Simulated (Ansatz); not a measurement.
# CH7PSSi: a ladder of functionals and wavefunction methods

An exercise on one series of results from a longer session: the logs are not shown, and one member is left open.

The runs use Ansatz 0.2.0, Gaussian basis; functionals in def2-TZVPP, the program's frozen cores in correlated methods.

Levels to be run: LDA (SPW92), PBE-D4, revPBE-D4, BLYP-D4, r2SCAN-D4, B97M-V, PBE0-D4, B3LYP-D4, r2SCANh-D4, r2SCAN0-D4, HSE06-D4, BHLYP-D4, CAM-B3LYP-D4, LC-ωPBE, ωB97X-V, ωB97M-V, B2PLYP, PBE-QIDH; CCSD(T)/def2-SVP; CCSD(T)/def2-TZVPP; MP2/def2-QZVPP; extrapolation to the limit; RPA on PBE.

### The relaxed structure

An earlier PBE0-D4 in a triple-zeta def2 set relaxation fixed the geometry.

SMILES `C[SiH2]SP`, 11 atoms, charge 0, spin multiplicity 1.

Atoms are counted from 1 here; the program's logs count them from 0.

Bond lengths: C1–Si2 1.864 Å, C1–H5 1.092 Å, C1–H6 1.092 Å, C1–H7 1.093 Å, Si2–S3 2.141 Å, Si2–H8 1.488 Å, Si2–H9 1.488 Å, S3–P4 2.118 Å, P4–H10 1.423 Å, P4–H11 1.423 Å. Angles: Si2–C1–H5 110.9°, Si2–C1–H6 110.9°, Si2–C1–H7 110.0°, H5–C1–H6 108.5°, H5–C1–H7 108.2°, H6–C1–H7 108.2°, C1–Si2–S3 108.9°, C1–Si2–H8 111.4°, C1–Si2–H9 111.4°, S3–Si2–H8 108.6°, S3–Si2–H9 108.6°, H8–Si2–H9 108.0°, Si2–S3–P4 99.9°, S3–P4–H10 99.1°, S3–P4–H11 99.1°, H10–P4–H11 92.9°.

Geometry (Å):

```xyz
11
charge 0, multiplicity 1
C    -0.9062    1.8194    0.1425
Si    0.1871    0.3104    0.0936
S    -0.9984   -1.3855   -0.4561
P     0.4851   -2.8960   -0.4178
H    -1.7067    1.6965    0.8750
H    -1.3570    2.0057   -0.8345
H    -0.3191    2.6983    0.4215
H     1.2822    0.4662   -0.9021
H     0.8058    0.0458    1.4209
H     1.5037   -2.2306   -1.1552
H     1.0890   -2.5872    0.8327
```

Set-up of the first run:

File in.yaml:

```yaml
crystal:
  periodic: [false, false, false]
  atoms:
    - {symbol: C, position_ang: [-0.906250, 1.819417, 0.142511]}
    - {symbol: Si, position_ang: [0.187084, 0.310430, 0.093558]}
    - {symbol: S, position_ang: [-0.998435, -1.385534, -0.456098]}
    - {symbol: P, position_ang: [0.485103, -2.896025, -0.417844]}
    - {symbol: H, position_ang: [-1.706706, 1.696547, 0.874983]}
    - {symbol: H, position_ang: [-1.357005, 2.005664, -0.834458]}
    - {symbol: H, position_ang: [-0.319062, 2.698317, 0.421547]}
    - {symbol: H, position_ang: [1.282154, 0.466193, -0.902088]}
    - {symbol: H, position_ang: [0.805796, 0.045817, 1.420907]}
    - {symbol: H, position_ang: [1.503692, -2.230633, -1.155248]}
    - {symbol: H, position_ang: [1.089031, -2.587192, 0.832729]}
basis:
  gaussian: {orbitals: def2-TZVPP}
hamiltonian: {xc: lda}
output: {orbitals: {seedname: orbitals}}
```

Steps of the session up to this table: LDA; PBE-D4 (GGA); revPBE-D4 (GGA); BLYP-D4 (GGA); r2SCAN-D4 (meta-GGA); B97M-V (meta-GGA); PBE0-D4 (hybrid); B3LYP-D4 (hybrid); r2SCANh-D4 (hybrid); r2SCAN0-D4 (hybrid); HSE06-D4 (hybrid); BHLYP-D4 (hybrid); CAM-B3LYP-D4 (range-separated); LC-ωPBE (range-separated); ωB97X-V (range-separated); ωB97M-V (range-separated); B2PLYP (double hybrid); PBE-QIDH (double hybrid).

One of the session's tables, all rows but one given; the rest of the session is left out.

It belongs to the step «Orbital energies across the functionals». 

| functional | HOMO (eV) | gap (eV) |
| --- | --- | --- |
| LDA (SPW92) | -6.25 | 4.64 |
| PBE-D4 | -6.16 | 4.77 |
| revPBE-D4 | -6.13 | 4.82 |
| BLYP-D4 | -5.99 | 4.75 |
| r2SCAN-D4 | -6.45 | 5.30 |
| B97M-V | -6.56 | 5.41 |
| PBE0-D4 | -7.36 | 6.88 |
| B3LYP-D4 | -7.11 | 6.43 |
| r2SCANh-D4 | -6.88 | 6.07 |
| r2SCAN0-D4 | -7.54 | 7.21 |
| HSE06-D4 | -6.96 | 6.11 |
| BHLYP-D4 | -8.41 | 8.93 |
| CAM-B3LYP-D4 | -8.65 | 9.26 |
| LC-ωPBE | -10.04 | 11.81 |
| ωB97X-V | -9.69 | 11.34 |
| ωB97M-V | ? | ? |

Q: Estimate the row for ωB97M-V from the others.

As computed: HOMO (eV): -9.52; gap (eV): 10.94. In the column «HOMO (eV)» it lies between ωB97X-V (-9.69) and CAM-B3LYP-D4 (-8.65).
